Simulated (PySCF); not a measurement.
# TaO₂⁻: structure of the singlet

Where does singlet TaO₂⁻ go from a bent start, is the end point a minimum, and what are its modes, charges and moments?

The runs use PySCF 2.14.0; PBE0, basis Ta def2-SVPD with ECP60, O def2-SVPD, scalar-relativistic core potentials, no spin–orbit coupling, density fitting.

### Step 1. The system as given

3 atoms, charge -1, spin multiplicity 1.

Bond lengths: Ta1–O2 1.830 Å, Ta1–O3 1.830 Å. Angles: O2–Ta1–O3 110.0°.

```xyz
3
charge -1 multiplicity 1
Ta    0.0000    0.0000    0.0000
O     1.4990    0.0000    1.0496
O    -1.4990    0.0000    1.0496
```

### Step 2. First SCF at the start

One driver script runs all steps and calls PySCF; scf.py shows how it sets up the SCF of each step. The optimiser is the driver's own. After this first run the driver tries any further starts and a stability analysis.

Contents of scf.py:

```python
from pyscf import gto, scf, dft
mol = gto.M(atom='''
Ta     0.000000     0.000000     0.000000
O      1.499000     0.000000     1.049600
O     -1.499000     0.000000     1.049600''',
    basis={'Ta': 'def2-SVPD', 'O': 'def2-SVPD'},
    ecp={'Ta': 'def2-SVPD'},
    charge=-1, spin=0)
mf = dft.RKS(mol, xc='PBE0')
mf.grids.atom_grid = (50, 194)
aux = {'Ta': 'def2-universal-JKFIT', 'O': 'def2-universal-JKFIT'}
mf = mf.density_fit(auxbasis=aux)
mf.conv_tol = 1e-08
mf.diis_space = 10
mf.max_cycle = 60
mf.init_guess = 'minao'
mf.verbose = 4
mf.kernel()
```

Started as:

```sh
$ OMP_NUM_THREADS=2 python axn.py task.json out
```

What it wrote:

```text
init E= -194.182544688898
  HOMO = -0.459912806209488  LUMO = -0.431762491537349  gap/eV = 0.76601
cycle= 1 E= -206.912614660587  delta_E= -12.7  |g|= 1.07  |ddm|= 7.64
  HOMO = 0.145365596144348  LUMO = 0.17145039150115  gap/eV = 0.70980
cycle= 2 E= -206.068903504219  delta_E= 0.844  |g|= 2.22  |ddm|= 7.05
  HOMO = 0.0274544432637285  LUMO = 0.118332850266589  gap/eV = 2.47293
cycle= 3 E= -207.185641178179  delta_E= -1.12  |g|= 0.607  |ddm|= 4.96
  HOMO = -0.0312592991936747  LUMO = 0.0677051449098306  gap/eV = 2.69296
cycle= 4 E= -207.252729412911  delta_E= -0.0671  |g|= 0.329  |ddm|= 1.49
  HOMO = -0.0217095798573688  LUMO = 0.0909297567999951  gap/eV = 3.06507
cycle= 5 E= -207.277788658147  delta_E= -0.0251  |g|= 0.0472  |ddm|= 0.425
  HOMO = -0.0227835369594231  LUMO = 0.0919932665125242  gap/eV = 3.12324
cycle= 6 E= -207.278399815769  delta_E= -0.000611  |g|= 0.0136  |ddm|= 0.0713
  HOMO = -0.0253623783299268  LUMO = 0.0894832201406643  gap/eV = 3.12511
cycle= 7 E= -207.278484909816  delta_E= -8.51e-05  |g|= 0.00234  |ddm|= 0.0634
  HOMO = -0.0253420834090825  LUMO = 0.0895637861554437  gap/eV = 3.12675
cycle= 8 E= -207.278490744239  delta_E= -5.83e-06  |g|= 0.00068  |ddm|= 0.0146
  HOMO = -0.0253408471483674  LUMO = 0.0895502535857025  gap/eV = 3.12635
cycle= 9 E= -207.278491140674  delta_E= -3.96e-07  |g|= 0.000143  |ddm|= 0.00421
  HOMO = -0.0253222859744504  LUMO = 0.0895630042258134  gap/eV = 3.12619
cycle= 10 E= -207.278491149905  delta_E= -9.23e-09  |g|= 4.46e-05  |ddm|= 0.000565
  HOMO = -0.0253160199386961  LUMO = 0.0895686509404784  gap/eV = 3.12617
Extra cycle  E= -207.278491147101  delta_E= 2.8e-09  |g|= 0.000123  |ddm|= 0.000236
converged SCF energy = -207.278491147101
```

This step, with its further starts and checks, ran for 4.3 s (2 threads of Arm Neoverse V2, shared host).

Energies from each starting density:

```csv
start,energy (Eh)
the minimal-basis guess,-207.278491
a thermally smeared density,-207.278491
a smeared PBE density,-207.278491
```

The test of internal stability and the other starts found no lower closed-shell solution.

### Step 3. Relaxing the singlet from the bent start

The program finds C2v symmetry in the start, which this walk keeps.

Edit scf.py of step 2 so:

```diff
@@ -3,3 +3,3 @@
-Ta     0.000000     0.000000     0.000000
-O      1.499000     0.000000     1.049600
-O     -1.499000     0.000000     1.049600''',
+Ta     0.000000     0.000000    -0.157682
+O      1.499000     0.000000     0.891918
+O     -1.499000     0.000000     0.891918''',
@@ -16 +15,0 @@
-mf.init_guess = 'minao'
```

The optimiser's trace:

```csv
step,energy (Eh),change (kJ/mol),largest symmetric gradient (Eh/bohr)
0,-207.278491,0.00,0.07288
1,-207.287521,-23.71,0.02374
2,-207.288290,-25.73,0.00279
3,-207.288304,-25.76,0.00005
```

The walk took 4.2 s.

Geometry (Å) and forces (eV/Å) at some steps:

```
step 0
Ta   0.000   0.000  -0.158   0.000   0.000   3.748
O    1.499   0.000   0.892  -2.623   0.000  -1.874
O   -1.499   0.000   0.892   2.623   0.000  -1.874
step 1
Ta   0.000   0.000  -0.112   0.000   0.000  -1.221
O    1.440   0.000   0.869   0.362   0.000   0.610
O   -1.440   0.000   0.869  -0.362   0.000   0.610
step 2
Ta   0.000   0.000  -0.144   0.000   0.000   0.143
O    1.421   0.000   0.885  -0.115   0.000  -0.072
O   -1.421   0.000   0.885   0.115   0.000  -0.072
step 3
Ta   0.000   0.000  -0.145   0.000   0.000   0.003
O    1.417   0.000   0.885   0.001   0.000  -0.001
O   -1.417   0.000   0.885  -0.001   0.000  -0.001
```

End point (C2v, 3 steps, 25.8 kJ/mol gained): Ta–O 1.752 Å (×2); O–Ta–O 108.0°.

### Step 4. Hessian and properties

On the finer grid the gradient is checked again; gradients at displacements of ±0.02 bohr then give force constants and infrared intensities.

Edit scf.py of step 3 so:

```diff
@@ -3,3 +3,3 @@
-Ta     0.000000     0.000000    -0.157682
-O      1.499000     0.000000     0.891918
-O     -1.499000     0.000000     0.891918''',
+Ta     0.000000     0.000000    -0.155571
+O      1.415979     0.000000     0.875601
+O     -1.415979     0.000000     0.875601''',
@@ -10 +10 @@
-mf.grids.atom_grid = (50, 194)
+mf.grids.atom_grid = (75, 302)
@@ -13 +13 @@
-mf.conv_tol = 1e-08
+mf.conv_tol = 1e-10
```

This SCF starts from the last density.

SCF at the final geometry:

```text
init E= -207.288317538764
  HOMO = -0.0169871104972152  LUMO = 0.100374474563238  gap/eV = 3.19357
cycle= 1 E= -207.28831753876  delta_E= 4.21e-12  |g|= 4.21e-06  |ddm|= 1.19e-05
  HOMO = -0.0169875053244439  LUMO = 0.10037397786002  gap/eV = 3.19357
Extra cycle  E= -207.288317538753  delta_E= 7.39e-12  |g|= 7.57e-06  |ddm|= 1.33e-05
converged SCF energy = -207.288317538753
```

The whole step took 14 s.

Geometry: C2v; Ta–O 1.752 Å (×2); O–Ta–O 107.9°.

Harmonic modes (main isotopes):

| symmetry | ω (cm⁻¹) | IR (km/mol) | μ (u) | type |
| --- | --- | --- | --- | --- |
| a1 | 310 | 4.2 | 17.30 | bend |
| b2 | 898 | 231 | 17.66 | stretch |
| a1 | 965 | 116 | 17.04 | stretch |

All wavenumbers are real: a minimum.

Properties at this point:

* Dipole moment about the centre of mass: 2.51 D
* Highest occupied level: -0.46 eV
* Lowest empty level: 2.73 eV
* Rotational constants: 0.5832, 0.2628, 0.1812 cm⁻¹
* Zero-point energy: 13.0 kJ/mol
* Principal polarisabilities: 95.3, 103.0, 119.7 bohr³
* Principal traceless quadrupole moments about the centre of mass: -6.54, 0.07, 6.47 D Å
* Entropy at 298.15 K and 1 bar: 275.3 J/(mol K)
* Heat capacity Cp at 298.15 K: 44.0 J/(mol K)
* Enthalpy at 298.15 K above 0 K: 11.24 kJ/mol
* Rotational symmetry number: 2

Charges (e) and bond orders:

```
atom  Mulliken  Löwdin  polar tensor  Mayer order to Ta1
 Ta1      0.21    0.46          0.56                   –
O2,3     -0.61   -0.73         -0.78                1.67
```

Mulliken populations on Ta1 (outside its core potential): s 3.76, p 6.23, d 2.67, f 0.13.

### Step 5. Would spin polarisation lower it?

At the lowest minimum the closed shell is tested against spin polarisation, on the (50, 194) grid. It is stable.

### Step 6. Outcome

```
                            quantity                             value
                             minimum                      singlet, C2v
                            geometry  Ta–O 1.752 Å (×2); O–Ta–O 107.9°
                  wavenumbers (cm⁻¹)      310 (a1), 898 (b2), 965 (a1)
      dipole moment (centre of mass)                            2.51 D
highest occupied, lowest empty level                    -0.46, 2.73 eV
          polar-tensor charge of Ta1                           +0.56 e
                   zero-point energy                       13.0 kJ/mol
                 entropy at 298.15 K                   275.3 J/(mol K)
```

In words: The molecule stays C2v, as typed, and the end point is a minimum. In the infrared the band at 898 cm⁻¹ (b2, stretch) leads. Other starts or spin states, not run here, may lie lower. With an element this heavy the missing spin–orbit coupling can shift these numbers.

The search up to here ran for 24 s (2 threads of Arm Neoverse V2, shared host).
